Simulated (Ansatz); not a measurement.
# BClH2OSi: single point in a Gaussian basis, by script

A script is to give a single point in a Gaussian basis; the system is BClH2OSi. SMILES: ClB1O[SiH2]1.

Computed with Ansatz 0.2.0, driven from Python. Level of theory: CCSD/6-31G*.

## Step 1: The system

Bond lengths: Cl1–B2 1.900 Å, B2–O3 1.493 Å, B2–Si4 2.034 Å, O3–Si4 1.770 Å, Si4–H5 1.445 Å, Si4–H6 1.488 Å. Angles: Cl1–B2–O3 148.4°, Cl1–B2–Si4 137.6°, O3–B2–Si4 57.8°, B2–O3–Si4 76.6°, B2–Si4–O3 45.6°, B2–Si4–H5 117.8°, B2–Si4–H6 115.0°, O3–Si4–H5 107.3°, O3–Si4–H6 106.5°, H5–Si4–H6 127.0°.

No structure file is read: the coordinates are typed or built in the script.

## Step 2: Script

energy.py

```python
"""Single point of BClH2OSi in a Gaussian basis."""

import ansatz as az
from ase import Atoms
import numpy as np


def main() -> None:
    atoms = Atoms(["Cl", "B", "O", "Si", "H", "H"], positions=[
        (0.2592, -2.81, 0.3416),
        (-0.3994, -1.028, 0.3081),
        (-1.1935, 0.0214, -0.397),
        (0.335, 0.8374, -0.0347),
        (1.0007, 1.0797, -1.2938),
        (0.04, 1.8354, 1.0295),
    ])
    system = az.Crystal.molecule_from_ase(atoms)

    model = system.calculation().basis(gaussian="6-31G*").correlation("CCSD").forces()
    print(model.to_yaml())
    report = model.session().plan(threads=1).execute().report

    for key in ("converged", "free_energy_ev", "reference_energy_ev", "n_frozen", "n_occupied", "n_virtual"):
        print(f"{key:22s} {report[key]}")

    parts = report["correlation"]
    for name in ("random_phase", "coupled_cluster", "perturbative"):
        if name in parts:
            print(f"{name:16s} {parts[name]['energy']['hartree']:12.7f} Ha")
    if "second_order" in parts:
        pair = parts["second_order"]
        print(f"MP2 same spin {pair['same_spin']['hartree']:.7f} Ha, opposite spin {pair['opposite_spin']['hartree']:.7f} Ha")

    symbols = [site.symbol for site in system.cartesian_sites]
    forces = np.array(report["forces_ev_ang"])
    print("largest force", round(float(np.linalg.norm(forces, axis=1).max()), 4), "eV/A, rms", round(float(np.sqrt((forces ** 2).mean())), 4))

    charges = report["charge_distribution"]
    dipole = np.array(charges["dipole_moment_e_ang"]) * 4.803205
    print("dipole (D): {:.3f} {:.3f} {:.3f}, length {:.3f}".format(*dipole, np.linalg.norm(dipole)))
    print("atom  Mulliken   Lowdin")
    for symbol, m, l in zip(symbols, charges["mulliken_charges_e"], charges["lowdin_charges_e"]):
        print(f"{symbol:4s} {m:9.3f} {l:8.3f}")


if __name__ == "__main__":
    main()
```

## Step 3: The run

Command:

```console
$ python energy.py
```

**Question.** What results will this script give? Wanted: total energy; largest force; dipole moment.

**Answer**, as computed:

| quantity | value |
| --- | --- |
| total energy | -23118.8941 eV |
| largest force | 4.415 eV/Å |
| dipole moment | 1.94 D |

In words: Forces reach 4.42 eV/Å, so the atoms aren't at rest. Reading the output:
- The geometry is a force-field or estimated start, not a minimum of this method, and the basis set is short of its limit.
- The Löwdin charges here are taken after orthogonalising the functions within each atom; they differ from plain Löwdin charges, and their signs can be unphysical.
- Inner cores stay frozen, so this is valence correlation.
